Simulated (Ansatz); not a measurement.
**C2H6O3W: small, medium and large basis sets**

One table from this session's results is given with a row withheld; the runs are named, their logs left out.

Program: Ansatz 0.2.0, Gaussian basis. Level of theory: one geometry, several basis sets. These are calculated values, not measurements.

Plan: PBE0-D4/def2-SVP; ωB97M-V/def2-SVP; PBE0-D4/def2-QZVPP; ωB97M-V/def2-QZVPP; the functionals' def2-TZVPP values are taken from earlier runs.

## The relaxed structure

All runs share one geometry, relaxed beforehand with PBE0-D4 in a triple-zeta def2 set. W takes the def2 core potential; no spin-orbit term is included.

SMILES `C[O][W]([CH3])(=[O])=[O]`, 12 atoms, charge 0, spin multiplicity 1.

Atoms are counted from 1 here; the program's logs count them from 0.

Bond lengths: C1–O2 1.405 Å, C1–H7 1.093 Å, C1–H8 1.092 Å, C1–H9 1.092 Å, O2–W3 1.856 Å, W3–C4 2.113 Å, W3–O5 1.708 Å, W3–O6 1.706 Å, C4–H10 1.092 Å, C4–H11 1.094 Å, C4–H12 1.094 Å. Angles: O2–C1–H7 110.9°, O2–C1–H8 108.5°, O2–C1–H9 109.7°, H7–C1–H8 109.3°, H7–C1–H9 109.5°, H8–C1–H9 108.9°, C1–O2–W3 145.4°, O2–W3–C4 108.8°, O2–W3–O5 113.0°, O2–W3–O6 113.6°, C4–W3–O5 105.6°, C4–W3–O6 105.7°, O5–W3–O6 109.5°, W3–C4–H10 110.3°, W3–C4–H11 110.0°, W3–C4–H12 109.8°, H10–C4–H11 108.6°, H10–C4–H12 108.6° and more.

As a file:

```
atom     x (Å)     y (Å)     z (Å)
  C1  -0.64870  -0.71184   2.18175
  O2   0.07325  -0.30769   1.04600
  W3   0.15582   0.89878  -0.36183
  C4   0.64828  -0.14888  -2.12971
  O5   1.38243   2.07060  -0.16634
  O6  -1.32852   1.67572  -0.68234
  H7  -1.70990  -0.47367   2.07436
  H8  -0.53178  -1.79087   2.30129
  H9  -0.25050  -0.21160   3.06759
 H10   0.71302   0.54089  -2.97411
 H11  -0.11908  -0.89699  -2.34750
 H12   1.61570  -0.64444  -2.00918
```

The first run:

in.yaml reads:

```yaml
crystal:
  periodic: [false, false, false]
  atoms:
    - {symbol: C, position_ang: [-0.648703, -0.711836, 2.181751]}
    - {symbol: O, position_ang: [0.073254, -0.307688, 1.046003]}
    - {symbol: W, position_ang: [0.155817, 0.898784, -0.361834]}
    - {symbol: C, position_ang: [0.648275, -0.148882, -2.129711]}
    - {symbol: O, position_ang: [1.382429, 2.070596, -0.166336]}
    - {symbol: O, position_ang: [-1.328521, 1.675721, -0.682335]}
    - {symbol: H, position_ang: [-1.709896, -0.473667, 2.074364]}
    - {symbol: H, position_ang: [-0.531785, -1.790875, 2.301294]}
    - {symbol: H, position_ang: [-0.250505, -0.211600, 3.067589]}
    - {symbol: H, position_ang: [0.713017, 0.540888, -2.974110]}
    - {symbol: H, position_ang: [-0.119076, -0.896989, -2.347496]}
    - {symbol: H, position_ang: [1.615695, -0.644444, -2.009179]}
basis:
  gaussian: {orbitals: def2-SVP}
hamiltonian: {xc: pbe0, dispersion: d4}
output: {orbitals: {seedname: orbitals}}
```

Command:

```sh
> ansatz run in.yaml --threads 4 --pin off --events-out ev --progress --plain --max-ram 11315MiB
```

Steps of the session up to this table: PBE0-D4 in def2-SVP; ωB97M-V in def2-SVP; PBE0-D4 in def2-QZVPP; ωB97M-V in def2-QZVPP.

One of the session's tables, all rows but one given; the rest of the session is left out.

It belongs to the step «Density functionals: the series». 

```
functional       basis  HOMO (eV)  LUMO (eV)
   PBE0-D4    def2-SVP      -8.60      -1.65
   PBE0-D4  def2-TZVPP          ?          ?
   PBE0-D4  def2-QZVPP      -8.65      -1.70
   ωB97M-V    def2-SVP     -11.00       0.44
   ωB97M-V  def2-TZVPP     -11.01       0.43
   ωB97M-V  def2-QZVPP     -11.04       0.38
```

Estimate the missing values for PBE0-D4, def2-TZVPP.

The run gave: HOMO (eV): -8.62; LUMO (eV): -1.67. In the column «HOMO (eV)» it lies between PBE0-D4, def2-QZVPP (-8.65) and PBE0-D4, def2-SVP (-8.60).
